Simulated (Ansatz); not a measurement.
# TiO2: the cost of one run

Program: the Python package of Ansatz 0.2.0. Level of theory: DFT r2SCAN, plane waves, PAW. These are calculated values, not measurements.

### 1 The structure

It takes space group R-3m (No. 166, trigonal). Conventional cell: a = 2.995 Å, b = 2.995 Å, c = 20.945 Å, α = 90.00°, β = 90.00°, γ = 120.00°. Ti (site symmetry -3m) has 6 O at 1.98 Å as nearest neighbours. O (site symmetry 3m) is surrounded by 3 Ti at 1.98 Å.

The script holds or builds the structure itself.

### 2 The script

Input file tio2_vcrelax.py:

```python
'''Variable-cell relaxation of TiO2.'''

import ansatz as az
from ase.data import atomic_numbers
import matplotlib.pyplot as plt
import numpy as np
import spglib

def edges_and_angles(cell):
    cell = np.asarray(cell)
    a, b, c = np.linalg.norm(cell, axis=1)
    cosines = cell[1] @ cell[2] / (b * c), cell[0] @ cell[2] / (a * c), cell[0] @ cell[1] / (a * b)
    return (a, b, c, *np.degrees(np.arccos(cosines)))

lattice = az.Lattice.of(
    [1.4973312, 0.86448457, 6.98154439],
    [-1.4973312, 0.86448457, 6.98154439],
    [0.0, -1.72896914, 6.98154439],
)
sites = [
    ('Ti', [0.0, 0.0, 0.0]),
    ('O', [0.620467, 0.620467, 0.620467]),
    ('O', [0.379533, 0.379533, 0.379533]),
]
structure = az.Crystal(lattice=lattice)
for symbol, position in sites:
    structure = structure.atom(symbol, position)

# part of the cell is held
model = structure.calculation()
model = model.functional('r2SCAN')
model = model.pseudopotentials('paw')
model = model.basis(550)
model = model.kpoints(8).occupations('Fermi-Dirac', width=0.02)
model = model.relax(force_tolerance=0.02, max_steps=60, fix_cell=['c/a', 'angles'])
model = model.band_table()
steps = []


def collect(event):
    if event['event'] == 'relax_step':
        steps.append(event['data'])


result = model.session().plan().execute(on_event=collect)
data = result.report
for s in steps:
    flag = '' if s['accepted'] else '  (rejected)'
    print('step %2d  E = %.5f eV  largest force component = %.4f eV/A%s' % (s['step'], s['lagrangian_ev'], s['allowed_force_max_ev_ang'], flag))

first, last = steps[0], steps[-1]
symbols = [site.symbol for site in result.lattice.sites]
print(f'energy gained {first["lagrangian_ev"] - last["lagrangian_ev"]:.4f} eV in {len(steps) - 1} steps')
for label, vectors in (('before', first['cell_ang']), ('after', result.lattice.cell_ang)):
    print(label, 'a b c (A) {:.4f} {:.4f} {:.4f}  angles {:.2f} {:.2f} {:.2f}'.format(*edges_and_angles(vectors)), f' V = {abs(np.linalg.det(vectors)):.3f} A^3')
print('final stress xx yy zz (GPa, compression positive):', np.round(np.diag(data['stress_gpa']), 3) + 0.0)

fractions = [site.position_frac for site in result.lattice.sites]
numbers = [atomic_numbers[s] for s in symbols]
for tolerance in (1e-3, 1e-2, 1e-1):
    print(f'space group at {tolerance} A:', spglib.get_spacegroup((result.lattice.cell_ang, fractions, numbers), symprec=tolerance))

fig, (top, bottom) = plt.subplots(2, 1, sharex=True, figsize=(4.5, 4))
top.plot([s['lagrangian_ev'] - last['lagrangian_ev'] for s in steps], 'o-')
top.set_ylabel('E - E(final) (eV)')
bottom.semilogy([max(s['allowed_force_max_ev_ang'], 1e-6) for s in steps], 's-')
bottom.set(xlabel='step', ylabel='largest force (eV/A)')
fig.tight_layout()
fig.savefig('relax.png', dpi=100)

for key in ('converged', 'n_iterations', 'n_electrons', 'n_kpoints', 'n_pw', 'n_symmetry_ops', 'free_energy_ev', 'fermi_energy_ev'):
    print(f'{key:18s} {data[key]}')

# direct or indirect, as far as the mesh can tell
levels = np.array(data['eigenvalues_ev'])
filled = round(data['n_electrons'] / 2)
top, bottom = levels[:, filled - 1], levels[:, filled]
print('top of band', filled, 'at k =', data['kpoints_frac'][top.argmax()], f'{top.max():.4f} eV')
print('bottom of band', filled + 1, 'at k =', data['kpoints_frac'][bottom.argmin()], f'{bottom.min():.4f} eV')
print(f'gap by band count {bottom.min() - top.max():.3f} eV, least direct gap {(bottom - top).min():.3f} eV')
```

### 3 Running it

Launch:

```bash
> python tio2_vcrelax.py
```

Q: Estimate wall time and peak memory on 1 thread of Arm Neoverse V1, shared host.

About 95 s, with a peak of 0.73 GiB.
